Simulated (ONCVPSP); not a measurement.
# Ge: generating and testing an ONCV potential

Task: generate the file, and judge it by its errors in other configurations, its logarithmic derivatives, its ghosts and its cutoff.

Program: ONCVPSP 4.0.1.1 (patched build). Reference atom: PBE, scalar-relativistic, spherical and spin-unpolarised. All values are calculated.

## (1) Settings

Typed settings, in words:

```
element                 : germanium (Ge, Z = 32)
type                    : optimised norm-conserving Vanderbilt (ONCV)
frozen core             : [Ar]
valence charge          : 14
reference configuration : 3d10 4s2 4p2
partial waves           : 4s: rc 1.50 bohr, ncon 5, nbas 8, qcut 5.4 1/bohr, 2 projectors, debl 0.5 Ha; 4p: rc 2.10 bohr, ncon 5, nbas 9, qcut 3.1 1/bohr, 1 projector; 3d: rc 1.00 bohr, ncon 4, nbas 9, qcut 14.6 1/bohr, 2 projectors, debl 1.7 Ha
local potential         : polynomial inside 0.95 bohr (lpopt 5, dvloc0 3 Ha)
core correction         : Teter function fitted to the true core (icmod 2), fcfact 0.45
```

An earlier all-electron run gives the scale for the radii.

All-electron outer shells of the reference configuration (PBE, scalar-relativistic, ld1.x):

```json
{"shell": "3s", "level (eV)": "-168.49", "outermost node (bohr)": "0.26", "outermost maximum (bohr)": "0.54"}
{"shell": "3p", "level (eV)": "-115.62", "outermost node (bohr)": "0.23", "outermost maximum (bohr)": "0.54"}
{"shell": "3d", "level (eV)": "-29.31", "outermost node (bohr)": "–", "outermost maximum (bohr)": "0.50"}
{"shell": "4s", "level (eV)": "-11.73", "outermost node (bohr)": "0.77", "outermost maximum (bohr)": "1.75"}
{"shell": "4p", "level (eV)": "-3.90", "outermost node (bohr)": "0.82", "outermost maximum (bohr)": "2.22"}
```

## (2) Generation

Contents of Ge.dat:

```
# ATOM AND REFERENCE CONFIGURATION
# atsym  z   nc   nv     iexc    psfile
  Ge 32.00    5    3        4      upf
#
#   n    l    f
    1    0    2.00
    2    0    2.00
    2    1    6.00
    3    0    2.00
    3    1    6.00
    3    2   10.00
    4    0    2.00
    4    1    2.00
#
# PSEUDOPOTENTIAL AND OPTIMIZATION
# lmax
    2
#
#   l,   rc,      ep,       ncon, nbas, qcut
    0    1.50    0.00    5    8    5.40
    1    2.10    0.00    5    9    3.10
    2    1.00    0.00    4    9   14.60
#
# LOCAL POTENTIAL
# lloc, lpopt,  rc(5),   dvloc0
    4    5    0.95    3.00
#
# VANDERBILT-KLEINMAN-BYLANDER PROJECTORs
# l, nproj, debl
    0    2    0.50
    1    1    3.40
    2    2    1.70
#
# MODEL CORE CHARGE
# icmod, fcfact, rcfact
    2    0.45    1.10
#
# LOG DERIVATIVE ANALYSIS
# epsh1, epsh2, depsh
   -3.00    5.00    0.02
#
# OUTPUT GRID
# rlmax, drl
    6.00    0.01
#
# TEST CONFIGURATIONS
# ncnf
    4
# nvcnf
#   n    l    f
    3
    3    2   10.00
    4    0    2.00
    4    1    1.00
#
    3
    3    2   10.00
    4    0    2.00
    4    1    0.00
#
    3
    3    2   10.00
    4    0    1.00
    4    1    0.00
#
    3
    3    2   10.00
    4    0    1.00
    4    1    3.00
#
```

On the command line:

```bash
$ oncvpsp.x < Ge.dat > Ge.out
```

What does the calculation give? Wanted: cutoffs for 1 and 0.1 mHa per electron, occupied waves; bound ghosts; GHOST(+) flags; largest test error; largest phase difference near zero energy, channels read; rms error of d²Exc/dn², without and with the model core.

**Answer**, as computed:

| quantity | value |
| --- | --- |
| cutoffs for 1 and 0.1 mHa per electron, occupied waves | 93 Ha and 103 Ha |
| bound ghosts | s at -175.54 eV |
| GHOST(+) flags | s at 47 eV, s at 852 eV, p at 46 eV |
| largest test error (AE − PS) | -19 meV, for 3d10 4s1 4p0 |
| largest phase difference near zero energy, channels read | 0.008 rad |
| rms error of d²Exc/dn², without and with the model core | 6.46 and 2.43 mHa |

What this shows: It has a bound ghost (s), a state that the atom doesn't have, and that rules the file out. Close by lies the frozen 3s level (-168.5 eV). By total energies transferability is good: the largest error is 19 meV on 57.7 eV, for 3d10 4s1 4p0. Atomic tests can pass in spite of a ghost, since they solve only for the levels asked. By its cutoff, 93 Ha for the looser tolerance, it is very hard. At the looser tolerance the 3d wave is the slowest; 4s needs 51 Ha. Near zero energy the phases of the channels with partial waves agree within 0.008 rad. The pseudo curves have a pole with no partner nearby in the atom's: s at 1.71 Ha. At positive energy that is a spurious or a displaced resonance. The program also flags highly localised states, GHOST(+) (s, p). All of this concerns the isolated atom, not yet a solid.
